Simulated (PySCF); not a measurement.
# Eu(BH4)2: other functionals and bases at one geometry

How far do other levels of theory move the description of Eu(BH4)2, and what does each cost? The species was built from a template and needn't be a known compound.

Computed with PySCF 2.14.0. Level: several levels, as the steps say, no spin–orbit coupling.

1 further run of the same task is left out (for a known fault of the program).

### 1 Starting geometry

11 atoms, charge 0, spin multiplicity 1.

Bond lengths: Eu1–B2 2.618 Å, Eu1–H4 2.440 Å, Eu1–H5 2.443 Å, Eu1–H6 2.442 Å, Eu1–B7 2.618 Å, Eu1–H9 2.440 Å, Eu1–H10 2.443 Å, Eu1–H11 2.442 Å, B2–H3 1.211 Å, B2–H4 1.256 Å, B2–H5 1.256 Å, B2–H6 1.255 Å, B7–H8 1.211 Å, B7–H9 1.256 Å, B7–H10 1.256 Å, B7–H11 1.255 Å. Angles: B2–Eu1–H4 28.5°, B2–Eu1–H5 28.5°, B2–Eu1–H6 28.5°, B2–Eu1–B7 179.7°, B2–Eu1–H9 151.3°, B2–Eu1–H10 151.8°, B2–Eu1–H11 151.5°, H4–Eu1–H5 48.8°, H4–Eu1–H6 48.8°, H4–Eu1–B7 151.3°, H4–Eu1–H9 140.1°, H4–Eu1–H10 166.2°, H4–Eu1–H11 125.1°, H5–Eu1–H6 48.7°, H5–Eu1–B7 151.8°, H5–Eu1–H9 166.2°, H5–Eu1–H10 125.5°, H5–Eu1–H11 140.6° and more.

Geometry (Å):

```mol
B2EuH8
  3D, bonds by distance, orders not assigned

 11 16  0  0  0  0  0  0  0  0999 V2000
    0.0001   -0.0000    0.7949 Eu  0  0
    2.6176   -0.0029    0.8016 B   0  0
    3.8287   -0.0028    0.8092 H   0  0
    2.1415   -0.8218    1.6265 H   0  0
    2.1503   -0.3088   -0.3229 H   0  0
    2.1475    1.1226    1.0967 H   0  0
   -2.6176    0.0029    0.8016 B   0  0
   -3.8287    0.0029    0.8092 H   0  0
   -2.1415    0.8217    1.6266 H   0  0
   -2.1503    0.3089   -0.3229 H   0  0
   -2.1476   -1.1227    1.0967 H   0  0
  1  2  8  0
  1  4  8  0
  1  5  8  0
  1  6  8  0
  1  7  8  0
  1  9  8  0
  1 10  8  0
  1 11  8  0
  2  3  8  0
  2  4  8  0
  2  5  8  0
  2  6  8  0
  7  8  8  0
  7  9  8  0
  7 10  8  0
  7 11  8  0
M  END
```

Formal oxidation states: Eu +2. Each metal's 7 4f electrons lie in its core potential, so multiplicities, spins and levels count the valence alone. An earlier session relaxed this geometry at PBE0, Eu lcecp-0-SVP with ECP53, B def2-SVP, H def2-SVP (singlet, point group D3).

At PBE0 on the finer grid: E = -83.780187 Eh, frontier levels not given, since the 4f levels lie in the core, Mulliken charge on Eu1 +0.79 e, largest force component 0.017 eV/Å. 

Levels to run: wB97X; TPSSh; PBE0, TZVP. Hardware: 2 threads of Intel Xeon Platinum 8259CL at 2.50GHz (Skylake/Cascade Lake), shared host.

### 2 wB97X

The input, run.py (the lines that set the calculation):

```python
mol = gto.M(atom='''
Eu     0.00006    -0.00002     0.79489
B      2.61756    -0.00292     0.80160
H      3.82875    -0.00284     0.80923
H      2.14150    -0.82176     1.62649
H      2.15031    -0.30883    -0.32291
H      2.14754     1.12263     1.09667
B     -2.61755     0.00292     0.80163
H     -3.82874     0.00288     0.80917
H     -2.14153     0.82175     1.62656
H     -2.15030     0.30886    -0.32288
H     -2.14760    -1.12267     1.09669''',
    basis={'Eu': 'lcecp-0-SVP', 'B': 'def2-SVP', 'H': 'def2-SVP'},
    ecp={'Eu': 'lcecp-0-SVP'},
    charge=0, spin=0)
mf = dft.RKS(mol, xc='WB97X')
mf.grids.atom_grid = (75, 302)  # f atoms: unpruned, at least (60, 302)
mf = mf.density_fit()  # fitting sets: Eu AutoAux, B def2-universal-JKFIT, H def2-universal-JKFIT
mf.conv_tol = 1e-08; mf.max_cycle = 55
mf.kernel(dm0)  # dm0: the density of the relaxed state
```

On the command line:

```bash
> OMP_NUM_THREADS=2 python run.py
```

### 3 TPSSh

run.py (the lines that set the calculation), as its differences from that of step 2:

```diff
@@ -15,3 +15,3 @@
     charge=0, spin=0)
-mf = dft.RKS(mol, xc='WB97X')
+mf = dft.RKS(mol, xc='TPSSH')
 mf.grids.atom_grid = (75, 302)  # f atoms: unpruned, at least (60, 302)
```

### 4 PBE0, TZVP

Basis: Eu lcecp-0-TZVP with ECP53, B def2-TZVP, H def2-TZVP. 

run.py (the lines that set the calculation), as its differences from that of step 3:

```diff
@@ -12,6 +12,6 @@
 H     -2.14760    -1.12267     1.09669''',
-    basis={'Eu': 'lcecp-0-SVP', 'B': 'def2-SVP', 'H': 'def2-SVP'},
-    ecp={'Eu': 'lcecp-0-SVP'},
+    basis={'Eu': 'lcecp-0-TZVP', 'B': 'def2-TZVP', 'H': 'def2-TZVP'},
+    ecp={'Eu': 'lcecp-0-TZVP'},
     charge=0, spin=0)
-mf = dft.RKS(mol, xc='TPSSH')
+mf = dft.RKS(mol, xc='PBE0')
 mf.grids.atom_grid = (75, 302)  # f atoms: unpruned, at least (60, 302)
@@ -19,2 +19,2 @@
 mf.conv_tol = 1e-08; mf.max_cycle = 55
-mf.kernel(dm0)  # dm0: the density of the relaxed state
+mf.kernel(dm0)  # dm0: free metal ions and neutral atoms
```

Before running it: what results should come out? Wanted: for each run, charge on Eu1; dipole; largest force.

The runs gave:

| level | state | charge on Eu1 (e) | dipole (D) | largest force (eV/Å) | basis functions | time |
| --- | --- | --- | --- | --- | --- | --- |
| PBE0 (relaxed here) | singlet | 0.79 | 0.04 | 0.02 | 99 | 19 s |
| wB97X | singlet | 0.84 | 0.04 | 0.12 | 99 | 9.6 s |
| TPSSh | singlet | 0.80 | 0.04 | 0.17 | 99 | 12 s |
| PBE0, TZVP | singlet | 1.07 | 0.04 | 0.30 | 157 | 16 s |

Times are on 2 threads of Intel Xeon Platinum 8259CL at 2.50GHz (Skylake/Cascade Lake), shared host; the first row also made further properties.

The largest leftover force, 0.30 eV/Å with PBE0, TZVP, stands at a geometry relaxed at another level. The Mulliken charge on Eu spans +0.79 to +1.07 e over the levels. With 4f in the core, its levels are missing from HOMO and gap. Total energies of different levels can't be compared. Spin–orbit coupling is left out throughout.
